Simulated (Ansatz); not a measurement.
Geometry optimisation, DFT PBEsol, scalar-relativistic, plane waves, PAW in Ansatz.

Input:

```yaml
crystal:
  lattice:
    - [10.46, 0.0, 0.0]
    - [0.0, 10.46, 0.0]
    - [0.0, 0.0, 10.46]
  atoms:
    - { symbol: K, position: [0.0, 0.0, 0.0] }
    - { symbol: K, position: [0.5, 0.0, 0.0] }
    - { symbol: K, position: [0.0, 0.5, 0.0] }
    - { symbol: K, position: [0.0, 0.0, 0.5] }
    - { symbol: K, position: [0.25, 0.25, 0.25] }
    - { symbol: K, position: [0.5, 0.5, 0.0] }
    - { symbol: K, position: [0.5, 0.0, 0.5] }
    - { symbol: K, position: [0.75, 0.25, 0.25] }
    - { symbol: K, position: [0.0, 0.5, 0.5] }
    - { symbol: K, position: [0.25, 0.75, 0.25] }
    - { symbol: K, position: [0.25, 0.25, 0.75] }
    - { symbol: K, position: [0.5, 0.5, 0.5] }
    - { symbol: K, position: [0.75, 0.75, 0.25] }
    - { symbol: K, position: [0.75, 0.25, 0.75] }
    - { symbol: K, position: [0.25, 0.75, 0.75] }
    - { symbol: K, position: [0.75, 0.75, 0.75] }
    - { symbol: H, position: [-0.0006049, 0.2529753, 0.8848921] }
basis:
  ecutwfc: 420.0
kpoints:
  mp_grid: { grid: [2, 2, 2] }
hamiltonian:
  xc: pbesol
scf:
  occupations: { method: gaussian, width: 0.15 }
  lower_state_search: "off"
relax:
  f_tol: 0.03
  max_steps: 60
  adjacent_minimum: "off"
```

Run as:

```bash
$ ansatz run input.yaml --threads 4 --pin off --max-ram 10240MiB --backend cpu --events-out ev --progress --plain --runs-dir out
```

Problem. Where does it end, and by what steps?

Solution. The forces met the threshold. The force dipped under the threshold on the way, but the program's further checks kept it going. Limits of this set-up: coarse k mesh, odd electron count without spin, a small cell, in which the defect meets its images, a typed lattice constant that wasn't relaxed here. After 5 steps the energy has fallen by 0.168 eV; K1 moved furthest, 0.35 Å.

```tsv
step	energy less start (eV)	largest force component (eV/Å)	accepted
0	0.0000	0.211	yes
1	-0.0527	0.179	yes
2	-0.1417	0.034	yes
3	-0.1648	0.016	yes
4	-0.1667	0.012	yes
5	-0.1677	0.004	yes
```

```xyz
17
Lattice="10.4600 0.0000 0.0000 0.0000 10.4600 0.0000 0.0000 0.0000 10.4600" Properties=species:S:1:pos:R:3
K 0.000 0.351 0.038
K 5.230 0.162 -0.122
K 0.000 4.880 0.035
K 0.000 -0.137 5.024
K 2.759 2.617 2.828
K 5.230 5.072 -0.122
K 5.230 -0.113 5.428
K 7.701 2.617 2.828
K 0.000 5.370 5.024
K 2.732 7.847 2.433
K 2.264 2.618 7.824
K 5.230 5.347 5.428
K 7.727 7.847 2.433
K 8.196 2.618 7.825
K 2.449 7.847 7.975
K 8.010 7.847 7.975
H 0.000 2.617 9.162
```

Whether the end is a true minimum wasn't checked by a vibrational analysis.

The run took 25 s on 4 threads of AMD EPYC 9R14 (Zen 4), with other jobs on the host, peak memory 2.5 GiB.
